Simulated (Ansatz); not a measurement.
# CH5BN2S: the cost of one run

All numbers below are computed with Ansatz 0.2.0 (RKS PBE-D4/STO-3G).

## (1) The starting structure

Bond lengths: N1–C2 1.457 Å, C2–S3 1.803 Å, C2–B4 1.487 Å, C2–N5 1.428 Å, B4–N5 1.549 Å, N1–H6 0.973 Å, N1–H7 1.070 Å, S3–H8 1.408 Å, B4–H9 1.203 Å, N5–H10 1.009 Å. Angles (14 of 16 angles, heavy atoms first): N1–C2–S3 116.6°, N1–C2–B4 118.6°, N1–C2–N5 115.9°, S3–C2–B4 116.7°, S3–C2–N5 114.3°, B4–C2–N5 64.2°, C2–B4–N5 56.0°, C2–N5–B4 59.8°, C2–N1–H6 111.5°, C2–N1–H7 107.1°, C2–S3–H8 94.6°, C2–B4–H9 154.7°, N5–B4–H9 149.1°, C2–N5–H10 111.0°.

Structure file:

```xyz
10

N    -0.0839    0.3383    1.4216
C     0.0095    0.1471   -0.0200
S     1.6647   -0.0769   -0.6996
B    -1.0995   -0.5559   -0.7189
N    -0.8450    0.9693   -0.8154
H     0.2771   -0.4242    1.9057
H     0.4839    1.2129    1.6595
H     1.9089   -1.2803   -0.0100
H    -1.7839   -1.5070   -0.9898
H    -0.4486    1.1255   -1.7301
```

## (2) End point A

input.yaml

```yaml
crystal:
  periodic: [false, false, false]
  atoms:
    - { symbol: "N", position_ang: [-0.0839, 0.3383, 1.4216] }
    - { symbol: C, position_ang: [0.0095, 0.1471, -0.02] }
    - { symbol: S, position_ang: [1.6647, -0.0769, -0.6996] }
    - { symbol: B, position_ang: [-1.0995, -0.5559, -0.7189] }
    - { symbol: "N", position_ang: [-0.845, 0.9693, -0.8154] }
    - { symbol: H, position_ang: [0.2771, -0.4242, 1.9057] }
    - { symbol: H, position_ang: [0.4839, 1.2129, 1.6595] }
    - { symbol: H, position_ang: [1.9089, -1.2803, -0.01] }
    - { symbol: H, position_ang: [-1.7839, -1.507, -0.9898] }
    - { symbol: H, position_ang: [-0.4486, 1.1255, -1.7301] }
basis:
  gaussian: { orbitals: STO-3G }
hamiltonian:
  xc: pbe
  dispersion: d4
relax:
  f_tol: 0.015
  max_steps: 40
```

Started as:

```bash
ansatz run input.yaml --threads 1 --pin off --max-ram 2048MiB --backend cpu --events-out ev --progress --plain --runs-dir out
```

Q: Estimate wall time and peak memory on 1 thread of Intel Xeon Platinum 8259CL at 2.50GHz (Skylake/Cascade Lake), shared host.

About 71 s, with a peak of 0.16 GiB.
